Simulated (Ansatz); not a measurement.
# BGaH₅S+: single points off equilibrium

One table from this session's results is given with a row withheld; the runs are named, their logs left out.

Computed with Ansatz 0.2.0, Gaussian basis. Level: single points in def2-TZVPP.

Correlated methods freeze the cores. Filled d shells of the heavier atoms are correlated.

## Starting geometry

SMILES `[BH2][GaH][SH2+]`, 8 atoms, charge 1, spin multiplicity 1.

Atoms are counted from 1 here; the program's logs count them from 0.

Bond lengths: B1–Ga2 2.269 Å, B1–H4 1.222 Å, B1–H5 1.027 Å, Ga2–S3 2.636 Å, Ga2–H6 1.612 Å, S3–H7 1.447 Å, S3–H8 1.204 Å. Angles: Ga2–B1–H4 115.5°, Ga2–B1–H5 124.2°, H4–B1–H5 118.2°, B1–Ga2–S3 112.9°, B1–Ga2–H6 156.6°, S3–Ga2–H6 90.4°, Ga2–S3–H7 92.9°, Ga2–S3–H8 93.2°, H7–S3–H8 98.4°.

Geometry (Å):

```csv
atom,x (Å),y (Å),z (Å)
B1,0.2923,-2.1500,0.4757
Ga2,0.6779,0.0756,0.2563
S3,-1.3776,1.3770,-0.7575
H4,1.2761,-2.8681,0.3731
H5,-0.6354,-2.5855,0.4056
H6,1.5369,1.4389,0.2925
H7,-1.5232,2.2097,0.4169
H8,-0.6776,2.1099,-1.4081
```

Set-up of the first run:

The input, run/in.yaml:

```yaml
crystal:
  periodic: [false, false, false]
  atoms:
    - {symbol: B, position_ang: [0.292300, -2.150000, 0.475700]}
    - {symbol: Ga, position_ang: [0.677900, 0.075600, 0.256300]}
    - {symbol: S, position_ang: [-1.377600, 1.377000, -0.757500]}
    - {symbol: H, position_ang: [1.276100, -2.868100, 0.373100]}
    - {symbol: H, position_ang: [-0.635400, -2.585500, 0.405600]}
    - {symbol: H, position_ang: [1.536900, 1.438900, 0.292500]}
    - {symbol: H, position_ang: [-1.523200, 2.209700, 0.416900]}
    - {symbol: H, position_ang: [-0.677600, 2.109900, -1.408100]}
basis:
  gaussian: {orbitals: def2-TZVPP}
total_charge: 1
correlation: {method: ccsd_t}
output: {forces: true}
```

No record of the launch command was kept for these runs.

Among the steps run: CCSD(T)/def2-TZVPP; PBE0-D4/def2-TZVPP; wB97M-V/def2-TZVPP; r2SCAN-D4/def2-TZVPP; PBE-D4/def2-TZVPP; SPW92/def2-TZVPP; HSE06-D4/def2-TZVPP.

One of the session's tables, all rows but one given; the rest of the session is left out.

| method | RMS force component (eV/Å) | angle to CCSD(T) forces (°) |
| --- | --- | --- |
| CCSD(T) | 2.546 | reference |
| PBE0-D4 | ? | ? |
| wB97M-V | 2.512 | 1.3 |
| r2SCAN-D4 | 2.554 | 1.1 |
| PBE-D4 | 2.589 | 3.6 |
| SPW92 | 2.642 | 4.4 |
| HSE06-D4 | 2.571 | 1.1 |

Q: Estimate the row for PBE0-D4 from the others.

As computed: RMS force component (eV/Å): 2.571; angle to CCSD(T) forces (°): 1.0.
